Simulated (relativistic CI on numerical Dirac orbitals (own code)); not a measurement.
# Ag VIII (Ag⁷⁺): levels and lines

Aim: the low levels of Ag⁷⁺, their labels and the strongest lines; runs with one setting changed show what the result hangs on.

Method: Dirac-Coulomb-Breit CI, KLI orbitals optimised for each configuration, model QED (radiative potential, 1s self-energy scaled to tabulated hydrogen-like ionisation energies). Code: relativistic CI on numerical Dirac orbitals (own code) version 4.

### Step 1. The system

| Property | Result |
| --- | --- |
| ion | Ag⁷⁺ (Ag VIII) |
| nuclear charge | 47 |
| electrons | 40 |
| isotope | A = 107 |
| first configuration typed | [Kr] 4d4 |

Outer shells as boxes (Hund's rule):

first configuration typed
```
[Kr] core
4d [↑ ][↑ ][↑ ][↑ ][  ]
```

### Step 2. CI with the chosen configurations

Input settings:

```ini
atom Ag  Z=47  charge=7  electrons=40
nucleus A=107  rms_radius_fm=4.5454
hamiltonian dirac-coulomb  breit=on  qed=on  c_scale=1
orbitals kli  potential=per-configuration
slater_scale 1
correlation none
mixing on
configurations
  [Kr] 4d4
  [Kr] 4d3 5s
  [Kr] 4d3 4f
  [Ar] 3d10 4s2 4p5 4d5
  [Kr] 4d3 5p
  [Ar] 3d10 4s 4p6 4d5
  [Kr] 4d2 5s 5p
  [Kr] 4d3 5d
  [Kr] 4d2 4f 5s
  [Ar] 3d10 4s2 4p5 4d4 4f
  [Kr] 4d3 6s
  [Kr] 4d3 6p
  [Kr] 4d3 5f
  [Kr] 4d3 6d
  [Kr] 4d3 5g
  [Ar] 3d10 4s2 4p5 4d4 5s
  [Ar] 3d10 4s 4p6 4d4 4f
  [Kr] 4d3 7s
  [Kr] 4d3 7p
  [Kr] 4d3 6f
  [Ar] 3d10 4s 4p6 4d4 5s
  [Ar] 3d10 4s 4p6 4d3 5s 5p
  [Kr] 4d2 5s2
  [Kr] 4d 4f 5s2
  [Kr] 4d 5s2 5p
  [Kr] 4d 5s2 5d
  [Kr] 4d2 4f2
  [Kr] 4d 4f2 5s
  [Kr] 4d 4f3
  [Kr] 4d 4f2 5p
  [Kr] 4d 4f2 5d
  [Kr] 4d2 5p2
  [Kr] 4d 5s 5p2
  [Kr] 4d 4f 5p2
  [Kr] 4d 5p3
  [Kr] 4d 5p2 5d
  [Ar] 3d10 4p6 4d6
  [Ar] 3d10 4p5 4d7
  [Ar] 3d10 4s 4p6 4d3 5s2
  [Ar] 3d10 4s 4p6 4d2 4f 5s2
  [Ar] 3d10 4s 4p6 4d2 5s2 5p
  [Ar] 3d10 4s 4p6 4d2 5s2 5d
end
```

Run with:

```console
$ python run_levels.py task.json out
```

The settings of every run stand in task.json; they run in order.

### Step 4. Correlation estimate p86

Changes to the settings of step 2:

```diff
@@ -5,3 +5,3 @@
 slater_scale 1
-correlation none
+correlation p86
 mixing on
```

### Step 5. The first configuration alone

Input settings:

```ini
atom Ag  Z=47  charge=7  electrons=40
nucleus A=107  rms_radius_fm=4.5454
hamiltonian dirac-coulomb  breit=on  qed=on  c_scale=1
orbitals kli  potential=per-configuration
slater_scale 1
correlation none
mixing on
configurations
  [Kr] 4d4
end
```

### Step 6. The first 3 configurations alone

Changes to the settings of step 5:

```diff
@@ -9,2 +9,4 @@
   [Kr] 4d4
+  [Kr] 4d3 5s
+  [Kr] 4d3 4f
 end
```

(Steps that only read results are left out.)

What does the calculation give? Wanted: lowest level; first excitation; lowest level of the other parity; fastest E1 line; ionisation energy; mean error of paired levels.

**Answer**, as computed:

| run | time | mean size of shift, levels followed (cm⁻¹) | lowest level | ionisation energy (eV) | mean error to measured (cm⁻¹) |
| --- | --- | --- | --- | --- | --- |
| main run | 13 s | 0 | 4d4 5D0 | 124.73 | 3699 |
| correlation estimate p86 | 13 s | 1.3 | 4d4 5D0 | 126.24 | 3703 |
| the first configuration alone | 0.064 s | 399 | 4d4 5D0 | - | - |
| the first 3 configurations alone | 0.31 s | 403 | 4d4 5D0 | - | - |

The tabulated theoretical ionisation energy (NIST) is 125 eV.

| quantity | value |
| --- | --- |
| lowest level | 4d4 5D0 |
| first excitation | 4d4 5D1, 1142.8 cm⁻¹ |
| lowest level of the other parity | 4d3 5p 5G°2, 390290 cm⁻¹ |
| levels in the model | 9845 |
| fastest E1 line (by rate) to the lowest level among the lowest 400 of 9845 levels | 25.40 nm, from 4d3 5p 3D°1 |
| ionisation energy | 124.73 eV |
| ionisation energy, tabulated theoretical (NIST) | 125 eV |
| mean error of paired levels | 3699 cm⁻¹ over 24 |

**Reading.** The lowest level is 4d4 5D0, 92 % pure in LS and 54 % in jj coupling; over the low levels the means are 81 and 58 %, so LS coupling describes them better. The ionisation energy agrees with the tabulated theoretical value within its uncertainty of 2.1 eV. The largest mover is «the first 3 configurations alone» (403 cm⁻¹ on average). No change brings the levels clearly nearer the measured ones. Lifetimes count radiative decay inside the model alone.
